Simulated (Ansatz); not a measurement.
Predict the output of the script below (Ansatz's Python interface).

Script `scf.py`:
```python
"""Ground state of LaAg3 at the given structure."""

import ansatz as az
import numpy as np

lattice = az.Lattice.of(
    (0.0, 3.5705, 3.5705),
    (3.5705, 0.0, 3.5705),
    (3.5705, 3.5705, 0.0),
)
sites = [
    ("La", (0.0, 0.0, 0.0)),
    ("Ag", (0.25, 0.25, 0.25)),
    ("Ag", (0.75, 0.75, 0.75)),
    ("Ag", (0.5, 0.5, 0.5)),
]
structure = az.Crystal(lattice=lattice)
for symbol, position in sites:
    structure = structure.atom(symbol, position)

# the calculation
setup = (
    structure.calculation()
    .scf(max_iterations=60)
    .occupations("gaussian", width=0.2)
    .kpoints(5, 5, 5)
    .functional("pbesol")
    .compute(band_table=True, density=True, bader_charges=True, forces=True)
)
def show(event):
    row = event["data"]
    if event["event"] == "scf_iter" and row.get("free_energy_ev") is not None:
        print(f"  iteration {row['iter']:3d}  F = {row['free_energy_ev']:.6f} eV  residual {row['dr2_ev']:.2e}")


done = setup.session().plan().execute(on_event=show)
data = done.report

print("%-22s %14.5f eV" % ("F = E - TS", data["free_energy_ev"]))
print("%-22s %14.5f eV" % ("E", data["internal_energy_ev"]))
print("%-22s %14.5f eV" % ("Harris-Foulkes", data["harris_foulkes_ev"]))
print("%-22s %14.5f eV" % ("Fermi level", data["fermi_energy_ev"]))

print("band  energy (eV)  occupation, at k =", data["kpoints_frac"][0])
for band, (e, occ) in enumerate(zip(data["eigenvalues_ev"][0], data["occupations"][0]), start=1):
    print(f"{band:4d} {e:12.4f} {occ:9.4f}")

rho = done.density()
total = sum(ch.density_e_per_ang3 for ch in rho.channels[:2]) if len(rho.channels) < 3 else rho.channels[0].density_e_per_ang3
print("grid", rho.dims, "electrons", round(float(total.mean() * rho.cell_volume_ang3), 4))
print(f"density range {total.min():.4f} to {total.max():.4f} e/A^3")
print(np.array2string(total[:: max(rho.dims[0] // 8, 1), :: max(rho.dims[1] // 8, 1), 0], precision=3, suppress_small=True))

charges = done.bader_charges()
for atom in charges.atoms:
    print(f"Bader charge {atom.symbol:2s} {atom.partial_charge_e:+.3f} e")

if done.unlabelled_reasons:
    print("not a label:", done.unlabelled_reasons)
else:
    print(done.training_frame().splitlines()[0], "atoms in the frame")
```

Running `python scf.py` prints:
```text
DeckWarning: basis.ecutwfc = 420 eV, auto-derived from the records' recommended cutoffs: set by La (normal level)
  iteration   7  F = -28728.602128 eV  residual 6.02e-09
F = E - TS               -28728.60213 eV
E                        -28728.56403 eV
Harris-Foulkes           -28728.60213 eV
Fermi level                  13.96000 eV
band  energy (eV)  occupation, at k = [0.0, 0.0, 0.0]
   1     -78.1346    2.0000
   2     -78.1340    2.0000
   3     -77.7024    2.0000
   4     -41.6296    2.0000
   5     -41.6296    2.0000
   6     -41.6296    2.0000
   7     -41.6254    2.0000
   8     -41.6254    2.0000
   9     -41.6254    2.0000
  10     -41.1951    2.0000
  11     -41.1951    2.0000
  12     -41.1951    2.0000
  13     -18.8163    2.0000
  14      -2.5547    2.0000
  15      -2.5547    2.0000
  16      -2.5547    2.0000
  17       7.8735    2.0000
  18       8.4478    2.0000
  19       8.4478    2.0000
  20       9.2641    2.0000
  21       9.2641    2.0000
  22       9.2641    2.0000
  23       9.2837    2.0000
  24       9.2837    2.0000
  25       9.2837    2.0000
  26       9.8822    2.0000
  27       9.8822    2.0000
  28       9.8822    2.0000
  29      10.0116    2.0000
  30      10.0116    2.0000
  31      10.2337    2.0000
  32      10.2337    2.0000
  33      14.4754    0.0003
  34      14.4754    0.0003
  35      14.4754    0.0003
  36      14.9300    0.0000
  37      15.5197    0.0000
  38      15.5197    0.0000
  39      15.5197    0.0000
  40      15.8621    0.0000
  41      15.8621    0.0000
grid (36, 36, 36) electrons 68.0
density range 0.0902 to 21.2109 e/A^3
[[1.331 1.687 0.494 0.108 0.103 0.103 0.108 0.494 1.687]
 [1.687 0.86  0.157 0.132 0.154 0.132 0.157 0.86  1.687]
 [0.494 0.157 0.168 0.307 0.307 0.168 0.157 0.494 0.86 ]
 [0.108 0.132 0.307 0.531 0.307 0.132 0.108 0.157 0.157]
 [0.103 0.154 0.307 0.307 0.154 0.103 0.132 0.168 0.132]
 [0.103 0.132 0.168 0.132 0.103 0.154 0.307 0.307 0.154]
 [0.108 0.157 0.157 0.108 0.132 0.307 0.531 0.307 0.132]
 [0.494 0.86  0.494 0.157 0.168 0.307 0.307 0.168 0.157]
 [1.687 1.687 0.86  0.157 0.132 0.154 0.132 0.157 0.86 ]]
Bader charge La +1.462 e
Bader charge Ag -0.554 e
Bader charge Ag -0.554 e
Bader charge Ag -0.354 e
4 atoms in the frame
```
(Warnings from the package without file and line.)

The settings weren't tested for convergence. The computed bands are complete only to about 1.9 eV above the Fermi level. The mesh is modest for a metal, so energies can be off by several to tens of meV an atom and pressures by half a GPa or more; differences at equal mesh fare better. Only differences from the Fermi energy are physical; the zero of the scale is a convention. Grid values close to the nuclei reflect the PAW or pseudopotential construction, not the all-electron fields. This cell is a computed structure, which may not be the phase found in nature. Levels are Kohn-Sham eigenvalues on this mesh, without spin-orbit coupling.

(Lines on the test bed's own set-up are left out of the output.)
